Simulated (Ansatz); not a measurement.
# BaNi2P2: properties at the relaxed cell

One table from this session's results is given with a row withheld; the runs are named, their logs left out.

Computed with Ansatz 0.2.0 (DFT r2SCAN, scalar-relativistic, plane waves, PAW, unless a step's input says otherwise).

1 further run of the same task is left out (set aside as unsound or not needed).

## The structure to begin with

Symmetry: I4/mmm, No. 139, tetragonal system. The conventional cell has a = 3.905 Å, b = 3.905 Å, c = 12.031 Å, α = 90.00°, β = 90.00°, γ = 90.00°. Ba (site symmetry 4/mmm) is surrounded by 8 P at 3.37 Å and 8 Ni at 3.59 Å. Ni (site symmetry -4m2) is surrounded by 4 P at 2.23 Å. Around P (site symmetry 4mm) lie 4 Ni at 2.23 Å.

Coordinates:

```
Ba Ni P
1.0
    -1.95273    1.95273    6.01543
     1.95273   -1.95273    6.01543
     1.95273    1.95273   -6.01543
Ba Ni P
1 2 2
Direct
  0.00000 0.00000 0.00000
  0.75000 0.25000 0.50000
  0.25000 0.75000 0.50000
  0.66016 0.66016 0.00000
  0.33984 0.33984 0.00000
```

It goes back to an entry of the Materials Project, which need not be the stable form.

It is the result of an earlier relaxation at this level (volume 18.35 Å³/atom; gap on the mesh: none (metal)).

The first run:

input.yaml

```yaml
crystal:
  lattice:
    - [-1.9330071112, 1.9330071112, 5.9546637519]
    - [1.9330071112, -1.9330071112, 5.9546637519]
    - [1.9330071112, 1.9330071112, -5.9546637519]
  atoms:
    - { symbol: Ba, position: [0.0, 0.0, 0.0] }
    - { symbol: Ni, position: [0.75, 0.25, 0.5] }
    - { symbol: Ni, position: [0.25, 0.75, 0.5] }
    - { symbol: P, position: [0.6601599437, 0.6601599437, 0.0] }
    - { symbol: P, position: [0.3398400563, 0.3398400563, 0.0] }
basis:
  ecutwfc: 500
kpoints:
  mp_grid: { grid: [12, 12, 12] }
hamiltonian:
  xc: r2scan
scf:
  occupations: { method: gaussian, width: 0.1 }
output:
  forces: true
  stress: true
  eigenvalues: true
relax:
  adjacent_minimum: "off"
  f_tol: 0.01
  max_steps: 30
  cell: { stress_tol: 0.1, fix: [volume] }
```

On the command line:

```sh
ansatz run input.yaml --threads 2 --pin off --max-ram 5120MiB --backend cpu --events-out ev --progress --plain --runs-dir out
```

Steps of the session up to this table: Point at V/V0 = 0.97; The cell scaled to 1.03 of its volume; The cell scaled to 0.94 of its volume; Point at V/V0 = 1.06; Point at V/V0 = 0.91; The cell scaled to 1.10 of its volume; Point at V/V0 = 0.88.

One table of the session follows, with a row left open; its other results are not shown here.

It belongs to the step «Equation of state». 

```
volume (Å³/atom)  energy above the lowest point (meV/atom)  pressure (GPa)
          16.148                                      83.6           13.67
          16.699                                      44.2            9.35
          17.249                                      18.5            5.74
          17.800                                         ?               ?
          18.350                                       0.0           -0.03
          18.901                                       4.1           -2.25
          19.451                                      15.2           -4.13
          20.185                                      39.0           -6.18
```

**Question.** Estimate the row for volume (Å³/atom) = 17.800.

Worked estimate for «energy above the lowest point (meV/atom)». A straight line through the neighbours (17.249, 18.5) and (18.350, 0.0) gives 18.5 + (0.0 − 18.5) × (17.800 − 17.249) / (18.350 − 17.249) = 9.2; a parabola fitted to 4 rows on both sides gives 4.3.

The run gave: energy above the lowest point (meV/atom): 4.3; pressure (GPa): 2.63. In «energy above the lowest point (meV/atom)» the line misses by +4.9 and the parabola by 0.0.

To keep in mind: The final runs have no spin polarisation, so no magnetic state was tried and one may lie lower.
